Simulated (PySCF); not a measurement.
# C₅H₄FN: NMR shifts in gas and solvents

Aim: compute the NMR shifts of C₅H₄FN (`Fc1ccncc1`), and see what a dielectric continuum does where one was used.

Programs: PySCF 2.14.0, with density-fitted response routines of our own. Each step states its level of theory. These are calculated values for one molecule, in the gas phase or a continuum, unless marked as measured. Atoms are numbered from 0 throughout.

## (1) Starting geometry

11 atoms, charge 0, multiplicity 1; geometry from: GFN2-xTB. The atoms were then displaced at random by about 0.01 Å, so the start is not that level's minimum.

Bonds of the start (Å): F0–C1 1.32, C1–C2 1.40, C2–C3 1.39, C3–N4 1.29, N4–C5 1.33, C5–C6 1.38, C6–C1 1.40, C2–H7 1.05, C3–H8 1.11, C5–H9 1.09, C6–H10 1.06.

## (2) Geometry optimisation at PBE0-D3(BJ)/def2-TZVP

Job settings and geometry (Å):

```
{"job": {"xc": "PBE0", "basis": "def2-TZVP", "d3": "d3bj", "grid": 2, "shake": 0.01, "kind": "geom"}, "charge": 0, "multiplicity": 1}
F     -0.174610     2.448060     0.155750
C     -0.095100     1.131220     0.065860
C     -1.254860     0.359530    -0.012640
C     -1.024300    -1.008970    -0.092650
N      0.123880    -1.602480    -0.112320
C      1.200620    -0.830950    -0.033420
C      1.173220     0.546050     0.056080
H     -2.196280     0.821270     0.001220
H     -1.910440    -1.670300    -0.130170
H      2.147140    -1.363510    -0.033640
H      2.048830     1.144250     0.120260
```

The run is started by

```sh
OMP_NUM_THREADS=1 python probes_run.py task.json out
```

The driver reads the jobs from task.json and runs them one after another.

Log:

```text
step   0  E = -347.27489686  max force = 0.054025
step   1  E = -347.27821191  max force = 0.013269
step   2  E = -347.27848425  max force = 0.006971
step   3  E = -347.27843034  max force = 0.006435
step   4  E = -347.27873643  max force = 0.002839
step   5  E = -347.27875922  max force = 0.002301
step   6  E = -347.27878898  max force = 0.000686
step   7  E = -347.27879048  max force = 0.000540
step   8  E = -347.27879363  max force = 0.000115
optimisation converged
```

Run time: 2.1 min. Hardware: 1 thread of Intel Xeon 6975P-C, shared host; peak memory 1.2 GiB.

The steps of the relaxation: (the energy doesn't fall at every step)

| step | energy from step 0 (eV) | largest force component (eV/Å) |
| --- | --- | --- |
| 0 | 0.0000 | 2.7781 |
| 1 | -0.0902 | 0.6823 |
| 2 | -0.0976 | 0.3585 |
| 3 | -0.0962 | 0.3309 |
| 4 | -0.1045 | 0.1460 |
| 5 | -0.1051 | 0.1183 |
| 6 | -0.1059 | 0.0353 |
| 7 | -0.1060 | 0.0278 |
| 8 | -0.1060 | 0.0059 |

Close pairs (by a distance rule), those that changed most:

| bond | before (Å) | after (Å) | change (Å) |
| --- | --- | --- | --- |
| C3–N4 | 1.293 | 1.328 | +0.036 |
| C2–H7 | 1.049 | 1.082 | +0.033 |
| C3–H8 | 1.106 | 1.086 | -0.020 |
| C6–H10 | 1.062 | 1.082 | +0.020 |
| C1–C6 | 1.397 | 1.380 | -0.017 |
| C1–C2 | 1.395 | 1.380 | -0.015 |
| F0–C1 | 1.322 | 1.332 | +0.010 |
| C5–C6 | 1.380 | 1.387 | +0.007 |

The next job starts from the end point, and lists it.

| at the end point | value |
| --- | --- |
| point group (found at 0.08 Å tolerance) | C2v |
| rotational constants (GHz, main isotopes) | 6.082, 2.606, 1.824 |
| dipole moment (D) | 0.80 |

## (3) Nuclear shieldings: PBE0/pcSseg-2

Job settings and geometry (Å):

```
{"job": {"kind": "nmr", "xc": "PBE0", "basis": "pcSseg-2"}, "charge": 0, "multiplicity": 1}
F     -0.018802     2.120719     0.404167
C      0.078920     0.818556     0.141445
C     -1.059092     0.092929    -0.145214
C     -0.892248    -1.258139    -0.410387
N      0.281826    -1.879510    -0.403284
C      1.353969    -1.147529    -0.122736
C      1.317042     0.210096     0.159037
H     -2.032547     0.565317    -0.159992
H     -1.758946    -1.870842    -0.641084
H      2.306110    -1.670279    -0.120809
H      2.212509     0.774666     0.383426
```

Level: GIAO PBE0/pcSseg-2 NMR shielding, non-relativistic, gas phase.

Log:

```text
coarse grid: 10064 points
cycle   1  E = -347.2156984769  dE =  1.300e+00  |g| = 5.139e-01  |ddm| = 2.666e+00
cycle   2  E = -347.1768815993  dE =  3.882e-02  |g| = 6.997e-01  |ddm| = 1.022e+00
cycle   3  E = -347.2631087897  dE = -8.623e-02  |g| = 1.157e-01  |ddm| = 5.895e-01
cycle   4  E = -347.2656427756  dE = -2.534e-03  |g| = 5.344e-02  |ddm| = 1.202e-01
cycle   5  E = -347.2663247243  dE = -6.819e-04  |g| = 1.163e-02  |ddm| = 5.322e-02
cycle   6  E = -347.2663510076  dE = -2.628e-05  |g| = 4.344e-03  |ddm| = 1.284e-02
cycle   7  E = -347.2663547094  dE = -3.702e-06  |g| = 7.896e-04  |ddm| = 3.408e-03
final grid: 100128 points
cycle   8  E = -347.2686370421  dE = -8.969e-05  |g| = 6.864e-03  |ddm| = 4.907e-02
cycle   9  E = -347.2686302983  dE =  6.744e-06  |g| = 9.341e-03  |ddm| = 1.388e-02
cycle  10  E = -347.2686475764  dE = -1.728e-05  |g| = 1.263e-03  |ddm| = 7.492e-03
cycle  11  E = -347.2686478418  dE = -2.654e-07  |g| = 4.100e-04  |ddm| = 1.461e-03
cycle  12  E = -347.2686478711  dE = -2.928e-08  |g| = 2.061e-04  |ddm| = 4.185e-04
cycle  13  E = -347.2686478804  dE = -9.322e-09  |g| = 4.111e-05  |ddm| = 1.789e-04
cycle  14  E = -347.2686478807  dE = -3.597e-10  |g| = 4.280e-06  |ddm| = 2.610e-05
converged SCF energy = -347.2686478807

GIAO shielding tensors (ppm)
atom      isotropic    diamagn.    paramagn.     s11        s22        s33       span
  0 F      280.796     467.702    -186.905    198.259    276.113    368.017    169.758
  1 C        3.910     250.330    -246.420    -90.900     15.108     87.523    178.423
  2 C       67.060     258.955    -191.895    -27.056     62.322    165.913    192.969
  3 C       22.211     252.071    -229.860    -89.237     15.295    140.574    229.811
  4 N      -87.744     319.981    -407.725   -394.044   -172.483    303.295    697.339
  5 C       22.213     251.745    -229.532    -89.241     15.305    140.574    229.814
  6 C       67.059     258.720    -191.661    -27.063     62.333    165.907    192.970
  7 H       24.340      32.244      -7.904     21.819     23.185     28.016      6.197
  8 H       22.572      30.089      -7.517     18.944     21.798     26.975      8.032
  9 H       22.571      29.642      -7.071     18.943     21.797     26.974      8.031
 10 H       24.341      31.781      -7.440     21.820     23.184     28.018      6.198
```

Wall time 29 s (1 thread of Intel Xeon 6975P-C, shared host); peak memory 1.2 GiB.

The references, computed at this level on geometries of the same kind, shield at (ppm): 1H TMS 31.52, 13C TMS 186.0, 19F CFCl3 174.3, 15N NH3 263.8. Their shielding less the atom's gives the shift. The references are single molecules in the gas phase, so shifts against H2O, NH3, PH3, H3PO4 or CFCl3 are not on the usual liquid scales and can be off by tens of ppm. Atoms listed in one row are averaged.

| atoms | environment | σ (ppm) | δ (ppm) |
| --- | --- | --- | --- |
| C1 | aromatic carbon bearing fluorine | 3.9 | 182.1 |
| C3, C5 | aromatic CH next to a ring nitrogen | 22.2 | 163.8 |
| C2, C6 | aromatic CH | 67.1 | 119.0 |
| H8, H9 | hydrogen on an aromatic CH next to a ring nitrogen | 22.57 | 8.95 |
| H7, H10 | hydrogen on an aromatic CH | 24.34 | 7.18 |
| F0 | aryl fluorine | 280.8 | -106.5 |
| N4 | pyridine-type ring nitrogen | -87.7 | 351.5 |

Charges from the same density, by scheme (e):

| atoms | Mulliken | IAO | Hirshfeld | ESP fit |
| --- | --- | --- | --- | --- |
| F0 | -0.26 | -0.26 | -0.08 | -0.27 |
| C1 | 0.40 | 0.33 | 0.10 | 0.86 |
| C2, C6 | -0.14 | -0.23 | -0.07 | -0.79 |
| C3, C5 | 0.14 | 0.00 | 0.02 | 0.58 |
| N4 | -0.31 | -0.29 | -0.17 | -0.75 |

Mayer bond orders: F0–C1 0.90, C1–C2 1.44, C2–C3 1.34, C3–N4 1.53, N4–C5 1.53, C5–C6 1.34, C6–C1 1.44.

Ring of atoms C1, C2, C3, N4, C5, C6: NICS(0) -9.0, NICS(1) -10.1, NICS(1)zz -28.4 ppm (means of both faces).

## (4) Nuclear shieldings: KT3/pcSseg-2

Settings changed since step 3:

```diff
@@ -1,2 +1,2 @@
-{"job": {"kind": "nmr", "xc": "PBE0", "basis": "pcSseg-2"}, "charge": 0, "multiplicity": 1}
+{"job": {"kind": "nmr", "xc": "KT3", "basis": "pcSseg-2", "pop": false}, "charge": 0, "multiplicity": 1}
 F     -0.018802     2.120719     0.404167
```

Level: GIAO KT3/pcSseg-2 NMR shielding, non-relativistic, gas phase.

Log:

```text
coarse grid: 10064 points
cycle   1  E = -352.7324814969  dE =  1.105e+00  |g| = 6.749e-01  |ddm| = 2.956e+00
cycle   2  E = -352.5758791091  dE =  1.566e-01  |g| = 1.133e+00  |ddm| = 2.207e+00
cycle   3  E = -352.8056833037  dE = -2.298e-01  |g| = 2.284e-01  |ddm| = 1.585e+00
cycle   4  E = -352.8169598604  dE = -1.128e-02  |g| = 8.597e-02  |ddm| = 2.364e-01
cycle   5  E = -352.8187025553  dE = -1.743e-03  |g| = 3.160e-02  |ddm| = 1.134e-01
cycle   6  E = -352.8189396456  dE = -2.371e-04  |g| = 7.833e-03  |ddm| = 3.583e-02
cycle   7  E = -352.8189512067  dE = -1.156e-05  |g| = 2.771e-03  |ddm| = 7.765e-03
cycle   8  E = -352.8189529739  dE = -1.767e-06  |g| = 4.738e-04  |ddm| = 2.622e-03
final grid: 100128 points
cycle   9  E = -352.8259246432  dE = -4.062e-04  |g| = 1.949e-02  |ddm| = 2.634e-01
cycle  10  E = -352.8257684347  dE =  1.562e-04  |g| = 3.677e-02  |ddm| = 4.258e-02
cycle  11  E = -352.8259766711  dE = -2.082e-04  |g| = 2.266e-03  |ddm| = 3.040e-02
cycle  12  E = -352.8259773207  dE = -6.497e-07  |g| = 1.523e-03  |ddm| = 3.220e-03
cycle  13  E = -352.8259778243  dE = -5.036e-07  |g| = 6.206e-04  |ddm| = 1.761e-03
cycle  14  E = -352.8259779229  dE = -9.856e-08  |g| = 9.422e-05  |ddm| = 5.720e-04
cycle  15  E = -352.8259779248  dE = -1.886e-09  |g| = 4.089e-05  |ddm| = 9.980e-05
cycle  16  E = -352.8259779252  dE = -4.072e-10  |g| = 1.199e-05  |ddm| = 4.078e-05
converged SCF energy = -352.8259779252

GIAO shielding tensors (ppm)
atom      isotropic    diamagn.    paramagn.     s11        s22        s33       span
  0 F      266.003     469.537    -203.535    185.572    266.825    345.611    160.039
  1 C       12.652     253.738    -241.086    -66.345     19.381     84.920    151.265
  2 C       74.470     261.936    -187.466    -10.142     72.259    161.292    171.435
  3 C       32.449     254.427    -221.977    -67.189     30.572    133.966    201.155
  4 N      -62.400     321.194    -383.594   -333.258   -143.238    289.297    622.555
  5 C       32.453     254.066    -221.613    -67.193     30.585    133.967    201.160
  6 C       74.471     261.611    -187.140    -10.147     72.269    161.292    171.439
  7 H       24.748      31.829      -7.081     22.393     23.878     27.973      5.580
  8 H       22.954      29.494      -6.540     19.362     22.512     26.988      7.627
  9 H       22.953      28.837      -5.884     19.361     22.511     26.987      7.626
 10 H       24.749      31.133      -6.384     22.394     23.878     27.975      5.581
```

It took 38 s on 1 thread of Intel Xeon 6975P-C, shared host; peak memory 0.99 GiB.

Key values: δ C1 170.6, C3 150.8, C2 108.8, F0 -120.5, H8 8.68, H7 6.88 ppm (means over like atoms).

## (5) Shielding tensors: wB97X-D/pcSseg-2

Settings changed since step 4:

```diff
@@ -1,2 +1,2 @@
-{"job": {"kind": "nmr", "xc": "KT3", "basis": "pcSseg-2", "pop": false}, "charge": 0, "multiplicity": 1}
+{"job": {"kind": "nmr", "xc": "wB97X-D", "basis": "pcSseg-2", "pop": false}, "charge": 0, "multiplicity": 1}
 F     -0.018802     2.120719     0.404167
```

With the program's defaults for keys left out, this is: GIAO wB97X-D/pcSseg-2 NMR shielding, non-relativistic, gas phase.

Log:

```text
coarse grid: 10064 points
cycle   1  E = -347.4631829833  dE =  1.546e+00  |g| = 5.761e-01  |ddm| = 2.628e+00
cycle   2  E = -347.4632504871  dE = -6.750e-05  |g| = 6.401e-01  |ddm| = 7.527e-01
cycle   3  E = -347.5293545564  dE = -6.610e-02  |g| = 6.455e-02  |ddm| = 3.816e-01
cycle   4  E = -347.5301157476  dE = -7.612e-04  |g| = 3.139e-02  |ddm| = 6.854e-02
cycle   5  E = -347.5303502946  dE = -2.345e-04  |g| = 8.226e-03  |ddm| = 3.503e-02
cycle   6  E = -347.5303671719  dE = -1.688e-05  |g| = 3.005e-03  |ddm| = 1.080e-02
cycle   7  E = -347.5303691620  dE = -1.990e-06  |g| = 7.054e-04  |ddm| = 4.034e-03
final grid: 100128 points
cycle   8  E = -347.5366908252  dE = -2.189e-04  |g| = 1.032e-02  |ddm| = 6.457e-02
cycle   9  E = -347.5366870419  dE =  3.783e-06  |g| = 1.192e-02  |ddm| = 1.480e-02
cycle  10  E = -347.5367088145  dE = -2.177e-05  |g| = 6.421e-04  |ddm| = 6.686e-03
cycle  11  E = -347.5367088869  dE = -7.249e-08  |g| = 4.087e-04  |ddm| = 1.062e-03
cycle  12  E = -347.5367089259  dE = -3.894e-08  |g| = 9.576e-05  |ddm| = 3.667e-04
cycle  13  E = -347.5367089285  dE = -2.592e-09  |g| = 4.384e-05  |ddm| = 1.107e-04
cycle  14  E = -347.5367089294  dE = -8.930e-10  |g| = 1.230e-05  |ddm| = 6.167e-05
converged SCF energy = -347.5367089294

GIAO shielding tensors (ppm)
atom      isotropic    diamagn.    paramagn.     s11        s22        s33       span
  0 F      287.955     467.331    -179.377    207.175    283.741    372.948    165.773
  1 C        2.080     250.092    -248.012    -96.312     15.216     87.335    183.647
  2 C       65.962     257.586    -191.624    -30.123     61.819    166.191    196.314
  3 C       20.659     251.010    -230.350    -93.770     14.141    141.608    235.379
  4 N      -89.518     318.458    -407.976   -394.357   -178.505    304.308    698.665
  5 C       20.667     250.624    -229.957    -93.761     14.150    141.612    235.373
  6 C       65.968     257.310    -191.341    -30.110     61.831    166.184    196.294
  7 H       24.428      32.211      -7.783     21.874     23.264     28.146      6.271
  8 H       22.681      30.045      -7.364     19.101     21.862     27.081      7.980
  9 H       22.682      29.632      -6.950     19.102     21.863     27.080      7.977
 10 H       24.429      31.781      -7.352     21.873     23.267     28.148      6.274
```

Run time: 34 s. Hardware: 1 thread of Intel Xeon 6975P-C, shared host; peak memory 1.5 GiB.

In short: δ C1 184.2, C3 165.6, C2 120.3, F0 -103.0, H8 8.95, H7 7.21 ppm (means over like atoms).

(Part 1 of 2 ends here.)
